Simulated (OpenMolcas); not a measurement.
# Hf²⁺ among point charges: CASSCF levels and susceptibility

How does a field of 6 point charges split the states of Hf²⁺, and what χT follows?

The numbers are computed with OpenMolcas 26.06 (state-averaged CASSCF, spin-orbit coupling by RASSI with atomic mean-field integrals), except any that are marked as measured or tabulated.

1 further run of the same task is left out (it didn't finish).

## Step 1: What is computed

* Species: Hf²⁺ (hafnium, Z = 72, 70 electrons)
* Basis: ANO-RCC-VDZP [7s6p4d2f1g], 68 functions
* Scalar Hamiltonian: DKH2, point nucleus
* Inactive shells: 1s 2s 2p 3s 3p 3d 4s 4p 4d 4f 5s 5p
* Active space: 2 electrons in 5 orbitals (5d)
* Some configurations of this space: 5d2
* Orbitals: optimised for each spin and parity, averaged over all roots

Outer shells as boxes (Hund's rule):

5d2
```
5d [↑ ][↑ ][  ][  ][  ]
```

The ion sits among 6 point charges of -1.5 e arranged as an octahedron (Oh), 1.99 Å from the ion. The active orbitals were held to one l.

The work runs as a chain of OpenMolcas steps in one folder; each step below is one input file. Labels, J, g values, rates, χT and fits are worked out afterwards by a script from the matrices that RASSI stores. The input lists half of the charges; inversion (Group=XYZ) makes the rest.

## Step 2: One- and two-electron integrals

File a.inp:

```
&GATEWAY
Coord
1

Hf 0.0 0.0 0.0
Basis=ANO-RCC-VDZP
Group=XYZ
NoMove
AngMom=0.0 0.0 0.0
AMFI
XField
3 Angstrom 0
1.990000 0.000000 0.000000 -1.500000
0.000000 1.990000 0.000000 -1.500000
0.000000 0.000000 1.990000 -1.500000
&SEWARD
```

Started as:

```
OMP_NUM_THREADS=1 MOLCAS_MEM=1689 MOLCAS_PROJECT=a pymolcas a.inp > a.log
```

## Step 3: CASSCF: triplets of even parity, 10 roots

File a.inp:

```
&RASSCF
FileOrb=start.orb
Symmetry=1
Spin=3
nActEl=2 0 0
Inactive=15 19
Ras2=5 0
CIRoot=10 10 1
SDav=10
CIMx=300
Iter=120 100
PrWF=0.3
OrbListing=Nothing
MaxOrb=0
SupSym
1
20 4 5 6 7 8 10 11 12 13 14 16 17 18 19 20 23 24 25 26 27
0
>>> COPY $Project.JobIph JOB001
```

start.orb holds the contracted functions of the basis, ordered by shell, or the orbitals of the step before.

## Step 4: CASSCF: singlets of even parity, 15 roots

File a.inp:

```
&RASSCF
FileOrb=start.orb
Symmetry=1
Spin=1
nActEl=2 0 0
Inactive=15 19
Ras2=5 0
CIRoot=15 15 1
SDav=15
CIMx=300
Iter=120 100
PrWF=0.3
OrbListing=Nothing
MaxOrb=0
SupSym
1
20 4 5 6 7 8 10 11 12 13 14 16 17 18 19 20 23 24 25 26 27
0
>>> COPY $Project.JobIph JOB002
```

## Step 5: RASSI: spin-orbit coupling between the states

File a.inp:

```
&RASSI
NrOfJobIphs=2 10 15
1 2 3 4 5 6 7 8 9 10
1 2 3 4 5 6 7 8 9 10 11 12 13 14 15
IphNames
JOB001
JOB002
EJob
SpinOrbit
DIPRint=1.0
SOCoupling=1000.0
Subsets=2
Property=9
'ANGMOM' 1 'ANGMOM' 2 'ANGMOM' 3 'MLTPL  1' 1 'MLTPL  1' 2 'MLTPL  1' 3
'AMFI' 1 'AMFI' 2 'AMFI' 3
SOProperty=3
'ANGMOM' 1 'ANGMOM' 2 'ANGMOM' 3
```

Before running it: what results should come out? Wanted: spin-free ground state; first state of the same spin within the active space; lowest level; next level.

**Answer**, as computed:

```
                                            quantity                            value
                                              method                           CASSCF
                              spin-free ground state  3T1, 3-fold in its orbital part
first state of the same spin within the active space                3T2 at 29900 cm⁻¹
                                        lowest level   2-fold E, g = 0.00, 0.00, 0.00
                                          next level                        53.7 cm⁻¹
                                         χT at 300 K                   0.31 cm³ K/mol
                           effective moment at 300 K                          1.57 μB
```

What this shows: The spin-free ground state (3T1) comes to 86 % from free-ion F terms and keeps the highest spin of the shell. χT at 300 K is 0.31, against 1.00 cm³ K/mol for the spin alone, so spin-orbit coupling lowers it. A ligand-field fit to the states below 45000 cm-1 gives 10Dq = 31407 cm-1, B = 512 cm-1 and C = 1898 cm-1 (C/B = 3.71), with a deviation of 108 cm-1. The field of point charges can differ much from that of real complexes. This is an electrostatic model: the charges have no orbitals.
